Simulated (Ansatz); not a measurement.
# FH2ISeSn: the cost of one run

Method: RHF/def2-SVP, in Ansatz 0.2.0.

### 1 Starting point

Bond lengths: F1–Sn2 2.001 Å, Sn2–Se3 2.539 Å, Sn2–I4 2.658 Å, Sn2–H5 1.756 Å, Se3–H6 1.570 Å. Angles: F1–Sn2–Se3 109.1°, F1–Sn2–I4 110.3°, F1–Sn2–H5 108.9°, Se3–Sn2–I4 109.4°, Se3–Sn2–H5 110.2°, I4–Sn2–H5 108.9°, Sn2–Se3–H6 90.3°.

Structure file:

```xyz
6

F     0.9316   -1.6503   -1.0036
Sn   -0.1215   -0.0243   -0.5026
Se   -0.1935    0.1697    2.0283
I    -2.6000   -0.2027   -1.4474
H     0.6519    1.3918   -1.1963
H     1.3735    0.2518    2.0753
```

### 2 Relaxing end A

Input file input.yaml:

```yaml
crystal:
  periodic: [false, false, false]
  atoms:
    - { symbol: F, position_ang: [0.9316, -1.6503, -1.0036] }
    - { symbol: Sn, position_ang: [-0.1215, -0.0243, -0.5026] }
    - { symbol: Se, position_ang: [-0.1935, 0.1697, 2.0283] }
    - { symbol: I, position_ang: [-2.6, -0.2027, -1.4474] }
    - { symbol: H, position_ang: [0.6519, 1.3918, -1.1963] }
    - { symbol: H, position_ang: [1.3735, 0.2518, 2.0753] }
basis:
  gaussian: { orbitals: def2-SVP }
hamiltonian:
  xc: hf
relax:
  f_tol: 0.015
  max_steps: 40
```

Started as:

```console
ansatz run input.yaml --threads 2 --pin off --max-ram 3072MiB --backend cpu --events-out ev --progress --plain --runs-dir out
```

What time and memory should one allow on 2 threads of Intel Xeon 6975P-C (Granite Rapids), shared host?

About 18 s, with a peak of 0.32 GiB.
